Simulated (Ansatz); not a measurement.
# MgVCl2O (P1) in Ansatz: convergence with k mesh

Aim: find how far k mesh must go before the results for MgVCl2O settle, at PBE. This setting moves, with any that are tied to it; all else stays.

Everything below comes from runs of Ansatz 0.2.0. Logs are shortened: lines on timing, memory, paths and dates and some standing lists are left out, and cuts for length are marked.

## (1) The cell of the first run

The typed cell holds 5 atoms: a = 6.905 Å, b = 6.905 Å, c = 4.318 Å, α = 108.05°, β = 108.05°, γ = 33.01°.

The cell comes from a database or a generator and needn't be the stable form of this composition.

The cell isn't the ideal one: atoms moved at random, drawn with an rms of 0.05 Å.

## (2) With k mesh 2 × 2 × 2

Contents of input.yaml:

```yaml
crystal:
  lattice:
    - [6.6203369699, -1.9615760065, 0.0]
    - [6.6203369699, 1.9615760065, 0.0]
    - [-1.3957237544, 0.0, 4.0863273679]
  atoms:
    - { symbol: V, position: [-0.000762, 0.005503, 0.983015], spin: 2.0 }
    - { symbol: Cl, position: [0.62206, 0.637188, 0.109492] }
    - { symbol: Cl, position: [0.36878, 0.370311, 0.847761] }
    - { symbol: Mg, position: [0.501753, 0.488497, 0.46512] }
    - { symbol: O, position: [0.988716, 1.008476, 0.476632] }
hamiltonian:
  xc: pbe
  pseudopotentials: { kind: paw, level: accurate }
magnetization:
  spin_polarized: true
kpoints:
  mp_grid: { grid: [2, 2, 2] }
scf:
  occupations: { method: fermi_dirac, width: 0.1 }
output:
  forces: true
  stress: true
  eigenvalues: true
```

Potentials or basis: Ansatz PAW earlier set.

The run is started by

```console
$ ansatz run input.yaml --threads 2 --pin off --max-ram 5632MiB --backend cpu --events-out ev --progress --plain --runs-dir out
```

The log of the run:

```text
Warning: RAYON_NUM_THREADS=2 ignored (pool sized by the plan → 2); use --threads N
Engine: ansatz 0.2.0, aarch64-unknown-linux-gnu
Pseudopotentials: kind: paw, level: accurate
Pseudopotential: V, paw, valence charge 13, recommended cutoff 930 eV (high), V.paw.azcp
Pseudopotential: Cl, paw, valence charge 7, recommended cutoff 900 eV (high), Cl.paw.azcp
Pseudopotential: Mg, paw, valence charge 10, recommended cutoff 760 eV (high), Mg.paw.azcp
Pseudopotential: O, paw, valence charge 6, recommended cutoff 900 eV (normal), O.paw.azcp#accurate
Functional definition: PBE
  parameter kappa = 0.804
  parameter beta = 0.06672455060314922
  exchange = pbe_x(kappa = kappa, mu = beta*pi^2/3)
  correlation = pbe_c(beta = beta)
Crystal: 5 atoms, lattice volume = 106.132 Å³
Basis set: ecut = 930 eV, 6811 PW (Γ), exchange–correlation on 144×144×90 points (8 copies of the dense FFT grid, shifted against one another)
Bands: 28, of which v1, the nominal top of the filled ones, is band 22 counted from 1 (21 counted from 0)
Symmetry: 1 space group operations
Space group: P1 (ITA 1), of the structure as read, at distance tolerance 4.7e-5 Å
Magnetic group: BNS 1.1 (UNI 1), of the structure as read, at distance tolerance 4.7e-5 Å
k-points: 8
Non-local potential: V, projectors of the file, l = 0: 2, l = 1: 2, l = 2: 2, l = 3: 1
Non-local potential: Cl, projectors of the file, l = 0: 2, l = 1: 2, l = 2: 2, l = 3: 1
Non-local potential: Mg, projectors of the file, l = 0: 2, l = 1: 3, l = 2: 1, l = 3: 1
Non-local potential: O, projectors of the file, l = 0: 2, l = 1: 2, l = 2: 2, l = 3: 1
PAW form: soft (Blöchl's): semilocal exchange-correlation on the pseudo side does not see the compensation charge
PAW one-centre angular grid: V, 590 points (default); XC on 64 Gauss nodes
PAW one-centre angular grid: Cl, 194 points (default); XC on 64 Gauss nodes
PAW one-centre angular grid: Mg, 194 points (default); XC on 64 Gauss nodes
PAW one-centre angular grid: O, 194 points (default); XC on 64 Gauss nodes
[... 28 lines left out ...]
Free energy (F): -7567.612159 eV
Harris-Foulkes:  -7567.612159 eV  (|F-HF|=6.61e-10)
Internal energy: -7567.594030 eV  (E = F + TS)
E sigma→0 (E₀):  -7567.603095 eV
Entropy (-TS):   -0.018129 eV (-3.626 meV/atom)
Fermi energy:    6.407057 eV
--- Per-component energies (eV) ---
  E_band       = -714.762631
  E_kinetic    = 1382.788604
  E_local      = -6195.155754  (includes V_loc(G=0)·N_el)
  E_nonlocal   = 359.779478
  E_hartree    = 2271.743976
  E_xc         = -595.045560
  E_vxc        = -684.404771  (∫ρ·V_xc dr)
  E_paw        = -2739.693352  (= ΣΔE_a, less E_core_relax)
  E_vpaw       = -121.257983  (= ΣTr[D̂ρ^β], less what the cores' own moments, if any, meet on the grid)
  E_core_relax = -0.000027  (the energy of the cores' relaxation)
  E_aug_tail   = 0.000035  (compensation charges beyond the density's cutoff)
  E_ewald      = -2052.011431
  E_smearing   = -0.018129  (= −TS)
  E_closure    = -0.000000  (closes the sum)
  Σ components = -7567.612159   (vs F -7567.612159, Δ=0.00e0)
--- Forces (eV/Å), atoms counted from 1 ---
  atom   1  V     -0.01395492    -0.05715804    -0.23998988
  atom   2  Cl    -0.20654475    -0.05295011    -0.07220210
  atom   3  Cl     0.29853270     0.04493140     0.10740622
  atom   4  Mg    -0.06333960     0.98217072     0.17885807
  atom   5  O     -0.01469703    -0.91699379     0.02592782
  max |Σ_I F_I| component: 3.60e-6 eV/Å
--- Stress (GPa, compression-positive) ---
       -1.092413      -0.284244      -0.098251
       -0.284243      -1.320719      -0.108399
       -0.098254      -0.108399      -0.984905
  P = ⅓ Tr σ = -1.1327 GPa (-11.327 kbar)
--- Band table (eV; the first three rows and the last of 16) ---
  k-point 0 ↑: bands = ["-70.6150", "-59.3158", "-37.4404", "-37.4264", "-37.2605", "-33.3326", "-33.2277", "-33.0980", "-12.9360", "-11.3522", "-10.9325", "-1.1176", "0.0311", "0.3455", "0.3698", "0.7122", "1.3942", "1.8137", "2.2395", "2.4777", "4.6046", "4.8503", "5.3803", "6.8658", "6.9452", "7.1524", "10.3366", "10.5424"]
  k-point 1 ↑: bands = ["-70.6150", "-59.3158", "-37.4405", "-37.4263", "-37.2602", "-33.3328", "-33.2274", "-33.1071", "-12.6495", "-11.3771", "-10.9313", "-1.1373", "-0.2639", "-0.1417", "0.4359", "0.4824", "0.6886", "0.9202", "1.3968", "2.6419", "4.8616", "5.6715", "6.1172", "7.0023", "7.7483", "8.9931", "10.4830", "11.0351"]
  k-point 2 ↑: bands = ["-70.6149", "-59.3154", "-37.4398", "-37.4262", "-37.2649", "-33.3459", "-33.2257", "-33.0980", "-12.7115", "-11.2323", "-10.9577", "-0.9023", "-0.5608", "-0.0229", "0.3026", "1.0166", "1.0753", "1.1062", "1.5282", "2.7395", "4.8902", "4.9141", "4.9696", "6.7462", "7.0279", "9.5548", "9.7512", "10.5742"]
  k-point 7 ↓: bands = ["-70.6134", "-56.8043", "-37.4364", "-37.4270", "-37.2595", "-30.9023", "-30.7025", "-30.5976", "-12.5309", "-11.3506", "-10.9266", "-0.8806", "-0.1672", "-0.0159", "0.5937", "0.7278", "0.9658", "1.0495", "1.4150", "2.9024", "7.3094", "8.1147", "8.3241", "8.8064", "8.9370", "9.2012", "10.9060", "11.4506"]
```

Wall time 8.2 s (2 threads of Arm Neoverse V2, shared host); peak memory 0.72 GiB.

Results:

```yaml
Free_energy: -7567.6122 eV
Pressure: -1.1 GPa
Largest_force: 1.000 eV/Å
Band_gap_on_the_k_mesh: 0.63 eV, indirect (least direct gap 0.72 eV)
Net_moment: 3.00 μB per cell
Absolute_moment: 3.12 μB per cell
Site_moments: V +2.18; Cl +0.00, -0.00; Mg +0.00; O +0.06 μB
```

## (3) With k mesh 3 × 3 × 3

input.yaml, as its differences from that of step 2:

```diff
@@ -17,3 +17,3 @@
 kpoints:
-  mp_grid: { grid: [2, 2, 2] }
+  mp_grid: { grid: [3, 3, 3] }
 scf:
```

Potentials or basis: Ansatz PAW earlier set.

The run is started by

```console
$ ansatz run input.yaml --threads 2 --pin off --max-ram 5632MiB --backend cpu --events-out ev --progress --plain --runs-dir out
```

It took 21 s on 2 threads of Arm Neoverse V2, shared host; peak memory 0.72 GiB.

Results:

- Free energy: -7567.7223 eV
- Pressure: -1.4 GPa
- Largest force: 1.002 eV/Å
- Band gap on the k mesh: 0.71 eV, indirect (least direct gap 0.87 eV)
- Net moment: 3.00 μB per cell
- Absolute moment: 3.11 μB per cell
- Site moments: V +2.17; Cl +0.01, +0.00; Mg +0.00; O +0.05 μB

## (4) With k mesh 4 × 4 × 3

input.yaml, as its differences from that of step 3:

```diff
@@ -17,3 +17,3 @@
 kpoints:
-  mp_grid: { grid: [3, 3, 3] }
+  mp_grid: { grid: [4, 4, 3] }
 scf:
```

The run is started by

```console
$ ansatz run input.yaml --threads 2 --pin off --max-ram 5632MiB --backend cpu --events-out ev --progress --plain --runs-dir out
```

Wall time 36 s (2 threads of Arm Neoverse V2, shared host); peak memory 0.83 GiB.

What came out:

```
Free energy            : -7567.7231 eV
Pressure               : -1.4 GPa
Largest force          : 1.002 eV/Å
Band gap on the k mesh : 0.73 eV, indirect (least direct gap 0.84 eV)
Net moment             : 3.00 μB per cell
Absolute moment        : 3.11 μB per cell
Site moments           : V +2.17; Cl +0.01, +0.00; Mg +0.00; O +0.05 μB
```

## (5) With k mesh 4 × 4 × 4

input.yaml, as its differences from that of step 4:

```diff
@@ -17,3 +17,3 @@
 kpoints:
-  mp_grid: { grid: [4, 4, 3] }
+  mp_grid: { grid: [4, 4, 4] }
 scf:
```

The run is started by

```console
$ ansatz run input.yaml --threads 2 --pin off --max-ram 5632MiB --backend cpu --events-out ev --progress --plain --runs-dir out
```

It took 49 s on 2 threads of Arm Neoverse V2, shared host; peak memory 0.94 GiB.

What came out:

| Property | Result |
| --- | --- |
| Free energy | -7567.7310 eV |
| Pressure | -1.4 GPa |
| Largest force | 1.003 eV/Å |
| Band gap on the k mesh | 0.52 eV, indirect (least direct gap 0.64 eV) |
| Net moment | 3.00 μB per cell |
| Absolute moment | 3.11 μB per cell |
| Site moments | V +2.17; Cl +0.01, +0.00; Mg +0.00; O +0.05 μB |

## (6) With k mesh 5 × 5 × 5

input.yaml, as its differences from that of step 5:

```diff
@@ -17,3 +17,3 @@
 kpoints:
-  mp_grid: { grid: [4, 4, 4] }
+  mp_grid: { grid: [5, 5, 5] }
 scf:
```

Potentials or basis: Ansatz PAW earlier set.

The run is started by

```console
$ ansatz run input.yaml --threads 2 --pin off --max-ram 5632MiB --backend cpu --events-out ev --progress --plain --runs-dir out
```

Run time: 84 s. Hardware: 2 threads of Arm Neoverse V2, shared host; peak memory 1.2 GiB.

The run converged. Its results:

- Free energy: -7567.7314 eV
- Pressure: -1.4 GPa
- Largest force: 1.002 eV/Å
- Band gap on the k mesh: 0.64 eV, indirect (least direct gap 0.74 eV)
- Net moment: 3.00 μB per cell
- Absolute moment: 3.11 μB per cell
- Site moments: V +2.17; Cl +0.01, +0.00; Mg +0.00; O +0.05 μB

## (7) With k mesh 6 × 6 × 6

input.yaml, as its differences from that of step 6:

```diff
@@ -17,3 +17,3 @@
 kpoints:
-  mp_grid: { grid: [5, 5, 5] }
+  mp_grid: { grid: [6, 6, 6] }
 scf:
```

The run is started by

```console
$ ansatz run input.yaml --threads 2 --pin off --max-ram 5632MiB --backend cpu --events-out ev --progress --plain --runs-dir out
```

It took 2.6 min on 2 threads of Arm Neoverse V2, shared host; peak memory 1.8 GiB.

Results (log left out):

- Free energy: -7567.7318 eV
- Pressure: -1.4 GPa
- Largest force: 1.002 eV/Å
- Net moment: 3.00 μB per cell
- Absolute moment: 3.11 μB per cell
- Site moments: V +2.17; Cl +0.01, +0.00; Mg +0.00; O +0.05 μB

## (8) With k mesh 8 × 8 × 7

input.yaml, as its differences from that of step 7:

```diff
@@ -17,3 +17,3 @@
 kpoints:
-  mp_grid: { grid: [6, 6, 6] }
+  mp_grid: { grid: [8, 8, 7] }
 scf:
```

The run is started by

```console
$ ansatz run input.yaml --threads 2 --pin off --max-ram 5632MiB --backend cpu --events-out ev --progress --plain --runs-dir out
```

Run time: 5 min. Hardware: 2 threads of Arm Neoverse V2, shared host; peak memory 3 GiB.

It converged, with:

- Free energy: -7567.7317 eV
- Pressure: -1.4 GPa
- Largest force: 1.002 eV/Å
- Band gap on the k mesh: 0.55 eV, indirect (least direct gap 0.67 eV)
- Net moment: 3.00 μB per cell
- Absolute moment: 3.11 μB per cell
- Site moments: V +2.17; Cl +0.01, +0.00; Mg +0.00; O +0.05 μB

## (9) With k mesh 10 × 10 × 9

input.yaml, as its differences from that of step 8:

```diff
@@ -17,3 +17,3 @@
 kpoints:
-  mp_grid: { grid: [8, 8, 7] }
+  mp_grid: { grid: [10, 10, 9] }
 scf:
```

Potentials or basis: Ansatz PAW earlier set.

The run is started by

```console
$ ansatz run input.yaml --threads 2 --pin off --max-ram 5632MiB --backend cpu --events-out ev --progress --plain --runs-dir out
```

Run time: 11 min. Hardware: 2 threads of Arm Neoverse V2, shared host; peak memory 4.2 GiB.

It converged, with:

```
Free energy            : -7567.7318 eV
Pressure               : -1.4 GPa
Largest force          : 1.002 eV/Å
Band gap on the k mesh : 0.51 eV, indirect (least direct gap 0.65 eV)
Net moment             : 3.00 μB per cell
Absolute moment        : 3.11 μB per cell
Site moments           : V +2.17; Cl +0.01, +0.00; Mg +0.00; O +0.05 μB
```

## (10) The series at a glance

| k mesh | energy less the tightest run, at zero smearing (meV/atom) | pressure (GPa) | largest force (eV/Å) | absolute moment (μB) | gap on the mesh (eV) | SCF cycles | CPU time (s) | peak memory (GiB) |
| --- | --- | --- | --- | --- | --- | --- | --- | --- |
| 2 × 2 × 2 | 24.38 | -1.13 | 1.000 | 3.12 | 0.629 | 13 | 16 | 0.72 |
| 3 × 3 × 3 | 1.60 | -1.36 | 1.002 | 3.11 | 0.712 | 12 | 41 | 0.72 |
| 4 × 4 × 3 | 1.42 | -1.36 | 1.002 | 3.11 | 0.729 | 12 | 71 | 0.83 |
| 4 × 4 × 4 | 0.34 | -1.38 | 1.003 | 3.11 | 0.517 | 13 | 97 | 0.94 |
| 5 × 5 × 5 | 0.05 | -1.38 | 1.002 | 3.11 | 0.644 | 11 | 170 | 1.2 |
| 6 × 6 × 6 | 0.00 | -1.38 | 1.002 | 3.11 | - | 13 | 310 | 1.8 |
| 8 × 8 × 7 | 0.01 | -1.38 | 1.002 | 3.11 | 0.547 | 11 | 600 | 3 |
| 10 × 10 × 9 | 0.00 | -1.38 | 1.002 | 3.11 | 0.514 | 13 | 1300 | 4.2 |

Against the tightest run, the energy stays within 1 meV/atom from 4 × 4 × 4 on; the pressure stays within 0.1 GPa from 3 × 3 × 3 on; the largest force stays within 0.005 eV/Å from 2 × 2 × 2 on; the absolute moment stays within 0.02 μB from 2 × 2 × 2 on. Not settled before the last step: the gap on the mesh (to 0.01 eV). Meshes of other sizes hit other points, so gaps and Fermi surfaces needn't settle smoothly. The tightest run that finished is the yardstick and may itself not be fully converged.

Caveats: odd divisions of the mesh miss points on the zone boundary, where band edges often lie, so the gap on the mesh can be too wide.
